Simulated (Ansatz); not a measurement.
What does this script print? It uses Ansatz 0.2.0, Python API.

The script, `ch5gese.py`:
```python
from dataclasses import dataclass

import ansatz as az
from ase import Atoms


@dataclass
class Settings:
    basis_set: str = "def2-SVP"
    xc: str = "pbe0"
    fmax: float = 0.02
    method: str = "MP2"


opts = Settings()


def main() -> None:
    atoms = Atoms(["C", "Ge", "Se", "H", "H", "H", "H", "H"], positions=[
        (-0.7154, 0.5446, -0.5547),
        (0.8838, -0.4284, -0.4173),
        (1.1223, -1.1479, 1.795),
        (-0.6451, 1.4793, 0.1051),
        (-1.6182, -0.0615, -0.2968),
        (-0.8932, 0.9486, -1.6148),
        (2.1108, 0.4778, -0.8106),
        (-0.1529, -1.8696, 1.7383),
    ])

    first = (
        az.Crystal.molecule_from_ase(atoms).calculation()
        .basis(gaussian=opts.basis_set)
        .spin("collinear", total=1)
        .functional(opts.xc)
        .relax(force_tolerance=opts.fmax, max_steps=80)
    )
    atoms.positions = first.run(threads=1, pin="off").report["positions_ang"]

    start = atoms.get_dihedral(3, 0, 1, 2)
    energies = {}
    for turn in range(0, 360, 40):
        turned = atoms.copy()
        turned.set_dihedral(3, 0, 1, 2, start + turn, indices=[1, 2, 6, 7])
        job = az.Crystal.molecule_from_ase(turned).calculation()
        job = job.basis(gaussian=opts.basis_set).correlation(opts.method)
        job = job.spin("collinear", total=1)
        energies[round((start + turn) % 360)] = job.run(threads=1, pin="off").report["free_energy_ev"]
    floor = min(energies.values())
    print("dihedral H3-C0-Ge1-Se2 (deg)   E - E(min) (kcal/mol)")
    for angle, e in sorted(energies.items()):
        print(f"{angle:8d} {23.060548 * (e - floor):14.3f}  " + "#" * int(30 * (e - floor) / max(max(energies.values()) - floor, 1e-9)))


if __name__ == "__main__":
    main()
```

Running `python ch5gese.py` prints:
```text
dihedral H3-C0-Ge1-Se2 (deg)   E - E(min) (kcal/mol)
      18          0.774  ##########################
      58          0.000
      98          0.843  #############################
     138          0.818  ############################
     178          0.036  #
     218          0.863  ##############################
     258          0.827  ############################
     298          0.025
     338          0.824  ############################
```

What to keep in mind:
- The scan is rigid and the energies are electronic, in a modest basis. With rigid groups the curve can differ much from the relaxed path, the start wasn't checked as a minimum of this torsion, and equivalent turns needn't return to the same energy.
- The species is open-shell (spin multiplicity 2).
- The start is relaxed with a density functional and scanned with the wavefunction method, so it isn't exactly that method's minimum.
- Timing: 100 s on 1 thread of Arm Neoverse V1 (shared host), peak memory 0.44 GiB.
